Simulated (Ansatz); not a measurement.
# SiAs− (triplet): wave-function methods side by side, aug-cc-pVDZ

The task here is to estimate one member of a computed series from the others.

The runs use Ansatz 0.2.0, Gaussian basis; aug-cc-pVDZ, core rule «outside noble gas», up to 19 orbitals frozen.

To be run: UHF; CCSD(T) on ROHF; CCSD(T) on UHF; BCCD(T) on ROHF; CISD as a restricted active space (open shells left free, so some higher excitations enter); CCSDT(Q) on ROHF; CCSDT(Q) on UHF; CASSCF and MRCISD+Q, 10 electrons in 8 orbitals; CASSCF and NEVPT2, 10 electrons in 8 orbitals.

18 further runs of the same task are left out: 6 that didn't finish, 12 set aside as unsound or not needed. Runs told in other sessions of the task aren't counted.

## What is computed

The geometry is a PBE0/def2-TZVPD stationary point (not a proven minimum). No spin-orbit coupling is included. The filled d shell of As may be among the frozen orbitals whatever the setting's name suggests.

2 atoms, charge -1, spin multiplicity 3.

Atoms are counted from 1 here; the program's logs count them from 0.

Bond lengths: Si1–As2 2.289 Å.

Set-up of the first run:

File in.yaml:

```yaml
crystal:
  periodic: [false, false, false]
  atoms:
    - {symbol: Si, position_ang: [0.000000, 0.000000, 0.000000]}
    - {symbol: As, position_ang: [0.000000, 0.000000, 2.289000]}
basis:
  gaussian: {orbitals: aug-cc-pVDZ}
total_charge: -1
magnetization: {spin_polarized: true, initial_magnetization: 2}
hamiltonian: {xc: hf}
output: {orbitals: {seedname: orbitals}}
```

Command:

```
$ ansatz run in.yaml --threads 1 --pin off --events-out ev --progress --plain --max-ram 2393MiB
```

Steps of the session up to this table: UHF; CCSD(T) on ROHF; CCSD(T) on UHF; BCCD(T) on ROHF; CISD as a restricted active space (open shells left free, so some higher excitations enter); CCSDT(Q) on ROHF; CCSDT(Q) on UHF; CASSCF and MRCISD+Q, 10 electrons in 8 orbitals; CASSCF and NEVPT2, 10 electrons in 8 orbitals.

One table of the session follows, with a row left open; its other results are not shown here.

| method | from RCCSDT(Q) (meV) |
| --- | --- |
| ROHF | +6087.6 |
| UHF | +5855.5 |
| RMP2 | +1355.6 |
| UMP2 | +1552.6 |
| CISD | +1092.9 |
| RCCSD | +597.0 |
| UCCSD | +601.0 |
| RCCSD(T) | +278.6 |
| UCCSD(T) | +298.4 |
| BCCD(T) | +283.9 |
| RCCSDT | +110.6 |
| UCCSDT | +117.3 |
| RCCSDT(Q) | 0 |
| UCCSDT(Q) | ? |
| CASSCF valence | +4722.8 |
| NEVPT2 valence | +1111.7 |
| MRCISD valence | +535.8 |
| MRCISD+Q valence | +57.1 |

Estimate the missing values for UCCSDT(Q).

The run gave: from RCCSDT(Q) (meV): -1.2. In the column «from RCCSDT(Q) (meV)» it is the lowest.

Caveats from the session: Restricted and unrestricted rows rest on different reference determinants; a gap between their highest levels can come from leftover correlation error, from unlike frozen cores or from another state.
